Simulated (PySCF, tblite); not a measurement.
# C₄H₇NOSi: geometry, infrared bands and NMR shifts

Aim: predict the infrared bands and NMR shifts of C₄H₇NOSi (`N#C[C@@H]1C[C@H]1[SiH2]O`).

Computed with tblite 0.8.0 and PySCF 2.14.0, with density-fitted response routines of our own, on a single molecule in the gas phase. Atoms are numbered from 0 throughout.

## 1. Starting geometry

14 atoms, charge 0, multiplicity 1; geometry from: force field or distance geometry start.

Bonds of the start (Å): N0–C1 1.16, C1–C2 1.47, C2–C3 1.55, C3–C4 1.51, C4–Si5 1.86, Si5–O6 1.72, C4–C2 1.52, C2–H7 1.10, C3–H8 1.09, C3–H9 1.09, C4–H10 1.12, Si5–H11 1.46, Si5–H12 1.46, O6–H13 0.98.

## 2. Optimising the geometry with GFN2-xTB

What the job is given:

```
{"job": {"kind": "relax", "xc": "GFN2-xTB", "basis": "xTB"}, "charge": 0, "multiplicity": 1}
N     -3.210000    -0.433400     1.774600
C     -2.183600    -0.090700     1.356300
C     -0.873400     0.341500     0.841500
C     -0.941500     0.820800    -0.627200
C     -0.279900    -0.492800    -0.276700
Si     1.562000    -0.685300    -0.405000
O      2.414100     0.794800    -0.210900
H     -0.190300     0.880700     1.512200
H     -1.904100     0.755000    -1.142400
H     -0.287600     1.640500    -0.933800
H     -0.878500    -1.416600    -0.469500
H      2.010700    -1.724700     0.517000
H      1.860000    -1.150000    -1.758000
H      2.901100     0.759800     0.639900
```

Command:

```bash
$ OMP_NUM_THREADS=1 python probes_run.py task.json out
```

One launch serves the whole session: the jobs run in the order shown.

**Question.** This job is followed by: GFN2-xTB harmonic vibrations, gas phase; GIAO PBE0/pcSseg-1 NMR shielding, non-relativistic, gas phase. What will the session give for the following? strongest single infrared mode (GFN2-xTB); zero-point energy (GFN2-xTB); ¹³C shifts against TMS (PBE0/pcSseg-1); ¹H shifts against TMS (PBE0/pcSseg-1); ¹⁵N shifts against NH3 (PBE0/pcSseg-1); ²⁹Si shifts against TMS (PBE0/pcSseg-1); ¹⁷O shifts against H2O (PBE0/pcSseg-1); surface potential, 1st and 99th percentile.

The runs gave:

| quantity | value |
| --- | --- |
| strongest single infrared mode (GFN2-xTB) | 2253 cm⁻¹, 466 km/mol |
| zero-point energy (GFN2-xTB) | 62.3 kcal/mol |
| ¹³C shifts against TMS (PBE0/pcSseg-1) | 127.5, 13.0, 8.9, -1.0 ppm |
| ¹H shifts against TMS (PBE0/pcSseg-1) | 5.23, 5.15, 1.40, 1.22, 1.16, 0.77, 0.18 ppm |
| ¹⁵N shifts against NH3 (PBE0/pcSseg-1) | 289.9 ppm |
| ²⁹Si shifts against TMS (PBE0/pcSseg-1) | -25.7 ppm |
| ¹⁷O shifts against H2O (PBE0/pcSseg-1) | 2.3 ppm |
| surface potential, 1st and 99th percentile | -1.93 V and 2.63 V |

Over 69 steps the energy fell by 0.441 eV; of the close pairs, Si5–O6 changed most, 1.719 to 1.627 Å. All 36 modes are real, so the xTB geometry is a minimum. The strongest single mode, at 2253 cm⁻¹, moves mainly H12 and H11. GFN2-xTB is a fitted tight-binding method: band positions and strengths are rough. Its intensities can rank the bands wrongly. At PBE0/pcSseg-1: Shielding is most anisotropic at N0 (span 514 ppm, paramagnetic term -362 ppm).
